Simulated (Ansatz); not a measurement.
**CH₈N₂SSi: one species, many methods**

Aim: compute CH₈N₂SSi with functionals from several rungs and with coupled cluster, and see how far each lands from CCSD(T) at the basis-set limit for the atomisation energy.

The runs use Ansatz 0.2.0, Gaussian basis; functionals in def2-TZVPP, the program's frozen cores in correlated methods.

Levels to be run: LDA (SPW92), PBE-D4, revPBE-D4, BLYP-D4, r2SCAN-D4, B97M-V, PBE0-D4, B3LYP-D4, r2SCANh-D4, r2SCAN0-D4, HSE06-D4, BHLYP-D4, CAM-B3LYP-D4, LC-ωPBE, ωB97X-V, ωB97M-V, B2PLYP, PBE-QIDH; CCSD(T)/def2-SVP; CCSD(T)/def2-TZVPP; MP2/def2-QZVPP; extrapolation to the limit; RPA on PBE.

## (1) The relaxed structure

The geometry comes from an earlier relaxation with PBE0-D4 in a triple-zeta def2 set; it is a stationary point, not always the lowest conformer.

SMILES `NC(S)N[SiH3]`, 13 atoms, charge 0, spin multiplicity 1.

Atoms are counted from 1 here; the program's logs count them from 0.

Bond lengths: N1–C2 1.440 Å, N1–H6 1.011 Å, N1–H7 1.014 Å, C2–S3 1.850 Å, C2–N4 1.423 Å, C2–H8 1.101 Å, S3–H9 1.344 Å, N4–Si5 1.728 Å, N4–H10 1.011 Å, Si5–H11 1.486 Å, Si5–H12 1.489 Å, Si5–H13 1.485 Å. Angles: C2–N1–H6 111.1°, C2–N1–H7 109.9°, H6–N1–H7 109.6°, N1–C2–S3 108.3°, N1–C2–N4 108.4°, N1–C2–H8 114.9°, S3–C2–N4 116.4°, S3–C2–H8 101.3°, N4–C2–H8 107.7°, C2–S3–H9 94.9°, C2–N4–Si5 123.5°, C2–N4–H10 111.2°, Si5–N4–H10 118.6°, N4–Si5–H11 107.4°, N4–Si5–H12 115.3°, N4–Si5–H13 106.7°, H11–Si5–H12 108.0°, H11–Si5–H13 111.0° and more.

## (2) LDA

This LDA is Slater exchange with PW92 correlation.

in.yaml

```yaml
crystal:
  periodic: [false, false, false]
  atoms:
    - {symbol: N, position_ang: [-0.574081, 1.866341, 0.441128]}
    - {symbol: C, position_ang: [-0.631246, 0.450944, 0.180315]}
    - {symbol: S, position_ang: [-1.366833, -0.381667, 1.659728]}
    - {symbol: N, position_ang: [0.665052, 0.014449, -0.212961]}
    - {symbol: Si, position_ang: [0.967540, -1.497782, -0.993381]}
    - {symbol: H, position_ang: [-1.466688, 2.212238, 0.766375]}
    - {symbol: H, position_ang: [-0.304032, 2.362409, -0.400695]}
    - {symbol: H, position_ang: [-1.338959, 0.153780, -0.609014]}
    - {symbol: H, position_ang: [-0.496395, 0.150614, 2.534200]}
    - {symbol: H, position_ang: [1.379909, 0.400497, 0.389387]}
    - {symbol: H, position_ang: [0.015353, -1.608743, -2.129294]}
    - {symbol: H, position_ang: [0.800421, -2.702065, -0.133448]}
    - {symbol: H, position_ang: [2.370359, -1.455716, -1.477640]}
basis:
  gaussian: {orbitals: def2-TZVPP}
hamiltonian: {xc: lda}
output: {orbitals: {seedname: orbitals}}
```

Command:

```sh
$ ansatz run in.yaml --threads 4 --pin off --events-out ev --progress --plain --max-ram 10444MiB
```

The runs that follow: PBE-D4 (GGA); revPBE-D4 (GGA); BLYP-D4 (GGA); r2SCAN-D4 (meta-GGA); B97M-V (meta-GGA); PBE0-D4 (hybrid); B3LYP-D4 (hybrid); r2SCANh-D4 (hybrid); r2SCAN0-D4 (hybrid); HSE06-D4 (hybrid); BHLYP-D4 (hybrid); CAM-B3LYP-D4 (range-separated); LC-ωPBE (range-separated); ωB97X-V (range-separated); ωB97M-V (range-separated); B2PLYP (double hybrid); PBE-QIDH (double hybrid); CCSD(T) in def2-SVP; CCSD(T) in def2-TZVPP; MP2 in def2-QZVPP; RPA on PBE orbitals.

Q: Predict the results of all the runs planned. Wanted: atomisation energy, CCSD(T)/CBS; farthest beyond LDA; mean size of error, GGA; mean size of error, meta-GGA; mean size of error, hybrid; mean size of error, range-separated; mean size of error, double hybrid; gap, smallest and largest; T1 diagnostic.

As calculated:

| quantity | value |
| --- | --- |
| atomisation energy, CCSD(T)/CBS | 4334.5 kJ/mol |
| functionals within 21.7 kJ/mol (0.5 %) | BLYP-D4, r2SCAN-D4, B97M-V, PBE0-D4, B3LYP-D4, HSE06-D4 |
| farthest beyond LDA | BHLYP-D4 (-119.7 kJ/mol) |
| mean size of error, GGA | 36.0 kJ/mol |
| mean size of error, meta-GGA | 11.6 kJ/mol |
| mean size of error, hybrid | 45.3 kJ/mol |
| mean size of error, range-separated | 31.3 kJ/mol |
| mean size of error, double hybrid | 58.6 kJ/mol |
| gap, smallest and largest | 4.74 eV (LDA (SPW92)), 11.92 eV (LC-ωPBE) |
| T1 diagnostic | 0.0111 |
| triples share of the correlation energy | 4.0 % |

What this shows: LDA overbinds by 651.8 kJ/mol (15 %). PBE-D4 is off by +75.0 kJ/mol. Double hybrids carry the basis error of their MP2 part in triple zeta, and no dispersion term here, so their miss is partly the set-up's. Taken by rung, meta-GGA functionals do best (11.6 kJ/mol on average) and double hybrid ones worst beyond LDA (58.6 kJ/mol). Misses under about 21.7 kJ/mol are within the doubt on the reference itself, which lacks core-valence correlation, relativity and higher excitations. Hartree-Fock recovers 69 % of the binding; the rest is correlation. CCSD(T) in def2-SVP is off by -316.3 kJ/mol, more than most functionals: a good method in a small basis is no reference. The gap grows from 4.7 to 11.9 eV across the functionals, mostly with the share of exact exchange.
